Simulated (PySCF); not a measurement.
# How the numerical set-up moves the result for AsH (triplet)

The method stays; parts of the set-up, such as the basis or the Hamiltonian, are changed.

Computed with PySCF 2.14.0. Level: each script names its method and basis.

4 further runs of the same task are left out: 4 that didn't finish.

### Step 1. The starting structure

AsH (triplet): 2 atoms, charge 0, spin multiplicity 3.

Bond lengths: As1–H2 1.719 Å.

### Step 2. Base script

Contents of input.py:

```python
from pyscf import gto, dft
from pyscf.geomopt.geometric_solver import optimize

mol = gto.M(
    atom='As 0 0 0; H 0 0 1.719',
    basis='lanl2dz',
    ecp={'As': 'lanl2dz'},
    charge=0,
    spin=2,
    symmetry=True,
    verbose=4,
)
mf = dft.ROKS(mol, xc='olyp')
mf = mf.density_fit(auxbasis='def2-universal-jkfit')
mf.kernel()
g = mf.nuc_grad_method()
g.grid_response = True
mol_eq = optimize(g.as_scanner(), maxsteps=30)
print('optimised geometry (angstrom)')
print(mol_eq.tostring('raw'))
print('orbital energies (hartree):', mf.mo_energy[..., max(0, mol.nelec[1]-3):mol.nelec[0]+3].round(4))
```

Launch:

```
$ OMP_NUM_THREADS=1 python input.py
```

The log of this run is left out.

It gives: at the starting geometry E(SCF) = -6.654238 Eh, 7 cycles, optimised bond 1.574 Å in 5 steps; the optimisation lowers the energy by 0.127 eV.

The triplet is typed in the script; nothing here shows that it is the ground state.

### Step 3. X2c-svpall (core potential off, X2C on)

Variant 1 changes basis set: lanl2dz → x2c-svpall; core potential: on → off; spin-free X2C: off → on. The core potential changes with it: totals don't compare.

Contents of input.py:

```python
from pyscf import gto, dft
from pyscf.geomopt.geometric_solver import optimize

mol = gto.M(
    atom='As 0 0 0; H 0 0 1.719',
    basis='x2c-svpall',
    charge=0,
    spin=2,
    symmetry=True,
    verbose=4,
)
mf = dft.ROKS(mol, xc='olyp')
mf = mf.sfx2c1e()
mf = mf.density_fit(auxbasis='def2-universal-jkfit')
mf.kernel()
g = mf.nuc_grad_method()
g.grid_response = True
mol_eq = optimize(g.as_scanner(), maxsteps=30)
print('optimised geometry (angstrom)')
print(mol_eq.tostring('raw'))
print('orbital energies (hartree):', mf.mo_energy[..., max(0, mol.nelec[1]-3):mol.nelec[0]+3].round(4))
```

Launch:

```
$ OMP_NUM_THREADS=1 python input.py
```

### Step 4. Integration grid 0

Variant 2 changes integration grid: default → 0.

Edit input.py of step 2 so:

```diff
@@ -14,2 +14,3 @@
 mf = mf.density_fit(auxbasis='def2-universal-jkfit')
+mf.grids.level = 0
 mf.kernel()
```

### Step 5. Cartesian functions on

Variant 3 changes Cartesian functions: off → on.

Edit input.py of step 2 so:

```diff
@@ -10,2 +10,3 @@
     symmetry=True,
+    cart=True,
     verbose=4,
```

### Step 6. Def2-svpd (core potential off)

Variant 4 changes basis set: lanl2dz → def2-svpd; core potential: on → off. The core potential changes with it: totals don't compare.

Edit input.py of step 2 so:

```diff
@@ -5,4 +5,3 @@
     atom='As 0 0 0; H 0 0 1.719',
-    basis='lanl2dz',
-    ecp={'As': 'lanl2dz'},
+    basis='def2-svpd',
     charge=0,
```

Q: Predict the outcome of this session. Wanted: for each run, E(SCF); from base; after the SCF.

**Answer**, as computed:

```
                                    run  E(SCF) (hartree)  from base (eV)  cycles  functions            after the SCF
                                   base         -6.654238               0       7         10  bond 1.574 Å, -0.127 eV
x2c-svpall (core potential off, X2C on)      -2261.552201  not comparable       8         37  bond 1.543 Å, -0.195 eV
                     integration grid 0         -6.654321         -0.0023       7         10  bond 1.578 Å, -0.125 eV
                 Cartesian functions on         -6.654203         +0.0009       7         10  bond 1.574 Å, -0.127 eV
         def2-svpd (core potential off)      -2236.774908  not comparable       8         46  bond 1.544 Å, -0.195 eV
```

SCF columns refer to the geometry typed in the script.

**Reading.** Of the runs whose energies can be compared, “integration grid 0” moves the SCF energy most (-0.002 eV). Rows marked «poor choice» come from settings spoiled on purpose.
